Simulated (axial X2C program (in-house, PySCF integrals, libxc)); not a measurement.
# A two-component session on ZrS: properties at the nuclei

Aim: properties at the nuclei of ZrS, with spin–orbit coupling in the Hamiltonian from the start.

The runs use an in-house X2C program for linear molecules on PySCF integrals; two-component X2C with atomic mean-field terms, Zr dyall-cv3z, S dyall-av3z.

All values are calculated.

## (1) The job

Contents of task.json:

```json
{"zs": [40, 16], "q": 0, "bas": ["dyall-cv3z", "dyall-av3z"], "r0": 2.21, "levels": ["PBE0", "HF", "LDA", "PBE50", "TPSSh"], "nst": 3}
```

Keys: zs atomic numbers; q charge; bas basis sets; r0 starting distance in Å; levels methods (HF also brings MP2); nst determinants followed.

Launch:

```bash
$ python soeom.py task.json out
```

Further steps of the session: Expectation values, lowest determinant; Expectation values, a higher determinant; Expectation values, a higher determinant.

**Question.** What will these runs give? Wanted: lowest determinant; Eeff magnitude; Ws magnitude Zr; A∥/gI Zr; qzz Zr; higher determinant (for each run or level that gives them).

The runs gave:

| quantity | value |
| --- | --- |
| lowest determinant | Ω = 1 (excess of +ω over −ω: ω = -1/2, ω = 3/2) |
| Eeff magnitude (GV/cm), PBE0 | 2.33 |
| Ws magnitude Zr (kHz), PBE0 | 1.05 |
| A∥/gI Zr (MHz), PBE0 | -963 |
| qzz Zr (a.u.), PBE0 | -0.75 |
| higher determinant | Ω = 3 (excess of +ω over −ω: ω = 1/2, ω = 5/2) |
| Eeff magnitude (GV/cm), PBE0, higher determinant | 2.29 |
| Ws magnitude Zr (kHz), PBE0, higher determinant | 0.346 |
| A∥/gI Zr (MHz), PBE0, higher determinant | 598 |
| qzz Zr (a.u.), PBE0, higher determinant | -0.79 |
| higher determinant | Ω = 0 (closed shell) |
| qzz Zr (a.u.), PBE0, higher determinant | -2.92 |
| qzz S (a.u.), PBE0, higher determinant | -0.68 |
| μ (D), PBE0, higher determinant | -3.84 |

**Reading.** In the first state, the effective field runs from 2.08 to 3.43 GV/cm over the mean-field levels. The expectation values come from single determinants, which for open shells can mix terms of unlike spin or miss the lowest Ω, so a determinant need not be a state. Eeff is the effective electric field on the electron dipole moment in this Ω state and Ws the scalar–pseudoscalar constant (defined with the proton number Z and per Ω); A∥ is the parallel hyperfine constant, which follows by multiplying with the nuclear g factor gI = μI/(I μN); qzz is the electric field gradient, eQq0 = 234.96 MHz × Q/barn × qzz; μ is positive if S is the positive end. The operators were transformed with the bare-nucleus X2C matrices. A second determinant lies within 0.1 eV of the first, so their order is not settled at this level.
